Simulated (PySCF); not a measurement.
# GeSiH6O (SMILES [OH][GeH2][SiH3]): levels of theory compared

Aim: a comparison of 6 runs (HF/def2-SVP, B3LYP/6-31G*, B3LYP/cc-pVDZ, B3LYP/pcseg-1, B3LYP/def2-SVP, r2SCAN/def2-TZVP) of GeSiH6O. 

The results are computed with PySCF 2.14.0.

## 1. Starting point

GeSiH6O has 9 atoms, charge 0, and is taken as a singlet. SMILES: `[OH][GeH2][SiH3]`. The shape is that of a PBE0-D4/def2-TZVP optimisation. This is one conformer, not always the lowest.

Bond lengths: O1–Ge2 1.791 Å, Ge2–Si3 2.389 Å, O1–H4 0.960 Å, Ge2–H5 1.546 Å, Ge2–H6 1.536 Å, Si3–H7 1.488 Å, Si3–H8 1.488 Å, Si3–H9 1.486 Å. Some angles: O1–Ge2–Si3 109.9°, O1–Ge2–H5 109.2°, O1–Ge2–H6 103.6°, Si3–Ge2–H5 111.3°, Si3–Ge2–H6 113.0°, Ge2–O1–H4 112.4°, Ge2–Si3–H7 110.2°, Ge2–Si3–H8 109.3°, Ge2–Si3–H9 110.4°, H5–Ge2–H6 109.6°.

## 2. Energy and forces at HF/def2-SVP (run 1)

The input, calc.py:

```python
import pyscf.grad
from pyscf import gto, scf

mol = gto.M(
    atom='''
O     -1.665400     1.003200    -0.854800
Ge     0.086300     0.899600    -0.495500
Si     0.525800    -1.010700     0.870400
H     -1.973400     0.267900    -1.389000
H      0.873700     0.832100    -1.824400
H      0.388100     2.226700     0.215900
H      1.986000    -1.132800     1.128400
H      0.060100    -2.236200     0.166300
H     -0.192800    -0.896100     2.165800
''',
    verbose=4,
    basis='def2-svp',
    max_memory=1860,
    spin=0,
)

calc0 = scf.RHF(mol)
calc0.conv_tol = 1e-10
calc0.kernel()
if not calc0.converged:
    calc0 = calc0.newton().run(calc0.mo_coeff, calc0.mo_occ)

etot = calc0.e_tot
print('E(%s) = %.9f' % ('HF', etot))
grad = calc0.Gradients().kernel()
calc0.analyze()
```

Run with:

```sh
$ OMP_NUM_THREADS=1 python calc.py
```

Output:

```text
PySCF version 2.14.0

[... 79 lines left out ...]
Total Energy =                       -2442.247491142170475
[... 10 lines left out ...]
MO #4   energy= -46.2396160024671  occ= 2
[... 8 lines left out ...]
MO #13  energy= -4.24368656619444  occ= 2
[... 8 lines left out ...]
MO #22  energy= -0.765521186417125 occ= 2
[... 8 lines left out ...]
MO #31  energy= 0.113246739145115  occ= 0
[... 8 lines left out ...]
MO #40  energy= 0.41332618868972   occ= 0
[... 8 lines left out ...]
MO #49  energy= 0.639429830335971  occ= 0
[... 8 lines left out ...]
MO #58  energy= 1.02758186234769   occ= 0
[... 8 lines left out ...]
MO #67  energy= 1.62577845651431   occ= 0
[... 8 lines left out ...]
MO #76  energy= 1.98816394767242   occ= 0
[... 8 lines left out ...]
MO #85  energy= 2.80356125655616   occ= 0
[... 8 lines left out ...]
MO #94  energy= 4.12770225006755   occ= 0
[... 67 lines left out ...]
pop of  3 H 2s            0.01248
pop of  3 H 2px           0.00176
pop of  3 H 2py           0.00189
pop of  3 H 2pz           0.00200
pop of  4 H 1s            1.12303
pop of  4 H 2s            0.00231
pop of  4 H 2px           0.00087
pop of  4 H 2py           0.00003
pop of  4 H 2pz           0.00287
pop of  5 H 1s            1.10158
pop of  5 H 2s            0.00207
pop of  5 H 2px           0.00011
pop of  5 H 2py           0.00290
pop of  5 H 2pz           0.00078
pop of  6 H 1s            1.11339
pop of  6 H 2s            0.00235
pop of  6 H 2px           0.00425
pop of  6 H 2py           0.00007
pop of  6 H 2pz           0.00019
pop of  7 H 1s            1.11591
pop of  7 H 2s            0.00222
pop of  7 H 2px           0.00043
pop of  7 H 2py           0.00310
pop of  7 H 2pz           0.00090
pop of  8 H 1s            1.10800
pop of  8 H 2s            0.00250
pop of  8 H 2px           0.00106
pop of  8 H 2py           0.00004
pop of  8 H 2pz           0.00343
 ** Mulliken atomic charges  **
charge of    0O =     -0.75367
charge of    1Ge =      0.68487
charge of    2Si =      0.34951
charge of    3H =      0.31371
charge of    4H =     -0.12912
charge of    5H =     -0.10744
charge of    6H =     -0.12025
charge of    7H =     -0.12256
charge of    8H =     -0.11504
Dipole moment(X, Y, Z, Debye):  0.99050, -1.35113, -0.42671
```

Run time: 16 s. Hardware: 1 thread of Intel Xeon at 2.50GHz (Skylake/Cascade Lake), shared host; peak memory 0.2 GiB.

## 3. Energy and gradient at B3LYP/6-31G(d) (Cartesian functions) (run 2)

The input, run.py:

```python
# [OH][GeH2][SiH3]
from pyscf import gto, dft

mol = gto.M(
    atom='''
O     -1.665400     1.003200    -0.854800
Ge     0.086300     0.899600    -0.495500
Si     0.525800    -1.010700     0.870400
H     -1.973400     0.267900    -1.389000
H      0.873700     0.832100    -1.824400
H      0.388100     2.226700     0.215900
H      1.986000    -1.132800     1.128400
H      0.060100    -2.236200     0.166300
H     -0.192800    -0.896100     2.165800
''',
    max_memory=1860,
    verbose=3,
    charge=0,
    cart=True,
    basis='6-31g*',
)

mf = dft.RKS(mol)
mf.xc = 'b3lyp'
mf.grids.level = 5
mf.conv_tol = 1e-10
mf.kernel()
if not mf.converged:
    mf = mf.newton().run(mf.mo_coeff, mf.mo_occ)

energy = mf.e_tot
print('E(%s) = %.9f' % ('B3LYP', energy))
grad = mf.nuc_grad_method().kernel()
mf.analyze()
```

Run with:

```sh
$ OMP_NUM_THREADS=1 python run.py
```

Output:

```text
converged SCF energy = -2445.09544872011
[... 13 lines left out ...]
MO #4   energy= -44.3436432073538  occ= 2
[... 6 lines left out ...]
MO #11  energy= -4.41471082808424  occ= 2
[... 6 lines left out ...]
MO #18  energy= -1.2178735782773   occ= 2
[... 6 lines left out ...]
MO #25  energy= -0.37136271421006  occ= 2
[... 6 lines left out ...]
MO #32  energy= 0.0188024921045032 occ= 0
[... 6 lines left out ...]
MO #39  energy= 0.146561383516889  occ= 0
[... 6 lines left out ...]
MO #46  energy= 0.400215852590547  occ= 0
[... 6 lines left out ...]
MO #53  energy= 0.667387341195883  occ= 0
[... 6 lines left out ...]
MO #60  energy= 1.04576009493762   occ= 0
[... 6 lines left out ...]
MO #67  energy= 1.36717625100161   occ= 0
[... 6 lines left out ...]
MO #74  energy= 3.33394725633321   occ= 0
[... 6 lines left out ...]
MO #81  energy= 86.7155878352489   occ= 0
[... 10 lines left out ...]
Dipole moment(X, Y, Z, Debye):  0.79983, -1.23474, -0.49176
```

Run time: 43 s. Hardware: 1 thread of Intel Xeon at 2.50GHz (Skylake/Cascade Lake), shared host; peak memory 0.8 GiB.

Runs 3 to 5 aren't shown in full; the table further down has their settings and results.

## 4. Energy and forces at r2SCAN/def2-TZVP (run 6)

The input, run.py:

```python
# [OH][GeH2][SiH3]
import pyscf.grad
from pyscf import gto, dft

mol = gto.M(
    atom='''
O   -1.665400   1.003200  -0.854800
Ge   0.086300   0.899600  -0.495500
Si   0.525800  -1.010700   0.870400
H   -1.973400   0.267900  -1.389000
H    0.873700   0.832100  -1.824400
H    0.388100   2.226700   0.215900
H    1.986000  -1.132800   1.128400
H    0.060100  -2.236200   0.166300
H   -0.192800  -0.896100   2.165800
''',
    basis='def2-tzvp',
    max_memory=1860,
    spin=0,
    verbose=4,
)

myscf = dft.RKS(mol, xc='r2scan')
myscf.conv_tol = 1e-10
myscf.grids.level = 5
myscf.kernel()
if not myscf.converged:
    myscf = myscf.newton().run(myscf.mo_coeff, myscf.mo_occ)

etot = myscf.e_tot
print(f'total energy: {etot:.8f} hartree')
grad = myscf.Gradients().kernel()
dip = myscf.dip_moment()
pop, q = myscf.mulliken_pop()
```

Run with:

```sh
$ OMP_NUM_THREADS=1 python run.py
```

Output:

```text
PySCF version 2.14.0

[... 82 lines left out ...]
converged SCF energy = -2445.30486247452
total energy: -2445.30486247 hartree
[... 12 lines left out ...]
Dipole moment(X, Y, Z, Debye):  0.71204, -1.19962, -0.38947
[... 123 lines left out ...]
pop of  4 H 1s            0.23494
pop of  4 H 2s            0.54851
pop of  4 H 3s            0.22346
pop of  4 H 2px           0.00230
pop of  4 H 2py           0.00153
pop of  4 H 2pz           0.00484
pop of  5 H 1s            0.23505
pop of  5 H 2s            0.54927
pop of  5 H 3s            0.20351
pop of  5 H 2px           0.00103
pop of  5 H 2py           0.00509
pop of  5 H 2pz           0.00237
pop of  6 H 1s            0.24300
pop of  6 H 2s            0.54977
pop of  6 H 3s            0.22387
pop of  6 H 2px           0.00737
pop of  6 H 2py           0.00145
pop of  6 H 2pz           0.00147
pop of  7 H 1s            0.24330
pop of  7 H 2s            0.55027
pop of  7 H 3s            0.22611
pop of  7 H 2px           0.00175
pop of  7 H 2py           0.00583
pop of  7 H 2pz           0.00262
pop of  8 H 1s            0.24313
pop of  8 H 2s            0.55105
pop of  8 H 3s            0.21623
pop of  8 H 2px           0.00267
pop of  8 H 2py           0.00141
pop of  8 H 2pz           0.00628
 ** Mulliken atomic charges  **
charge of    0O =     -0.57129
charge of    1Ge =      0.30985
charge of    2Si =      0.04043
charge of    3H =      0.31051
charge of    4H =     -0.01558
charge of    5H =      0.00368
charge of    6H =     -0.02694
charge of    7H =     -0.02988
charge of    8H =     -0.02078
```

Run time: 2.6 min. Hardware: 1 thread of Intel Xeon at 2.50GHz (Skylake/Cascade Lake), shared host; peak memory 1.8 GiB.

## 5. Overview of the runs

| run | level | Cartesian functions | integration grid | energy (Eh) | dipole moment (D) | HOMO energy (eV) | LUMO energy (eV) | wall time |
| --- | --- | --- | --- | --- | --- | --- | --- | --- |
| 1 | HF/def2-SVP | no | – | -2442.247491 | 1.73 | -10.71 | 3.08 | 16 s |
| 2 | B3LYP/6-31G* (Cartesian functions) | yes | 5 | -2445.095449 | 1.55 | -7.33 | -0.36 | 43 s |
| 3 | B3LYP/cc-pVDZ | no | 5 | -2445.368176 | 1.38 | -7.35 | -0.29 | 50 s |
| 4 | B3LYP/pcseg-1 | no | 5 | -2445.148304 | 1.57 | -7.53 | -0.47 | 60 s |
| 5 | B3LYP/def2-SVP | no | 5 | -2444.988600 | 1.42 | -7.41 | -0.32 | 55 s |
| 6 | r2SCAN/def2-TZVP | no | 5 | -2445.304862 | 1.45 | -6.77 | -0.93 | 2.6 min |

## 6. Outcome

```
                       quantity           value
            run 6: total energy  -2445.30486 Eh
           run 6: dipole moment          1.45 D
             run 6: HOMO energy        -6.77 eV
             run 6: LUMO energy        -0.93 eV
           run 6: HOMO–LUMO gap         5.84 eV
run 6: largest force on an atom      0.191 eV/Å
```

**Reading.** The dipole moment (its size) runs from 1.38 D (B3LYP/cc-pVDZ) to 1.73 D (HF/def2-SVP). The two ends differ in method and basis. The HOMO–LUMO gap runs from 5.84 eV (r2SCAN/def2-TZVP) to 13.79 eV (HF/def2-SVP). Totals of different functionals can't be ranked against each other. All runs together took 6.4 min, the longest 2.6 min.
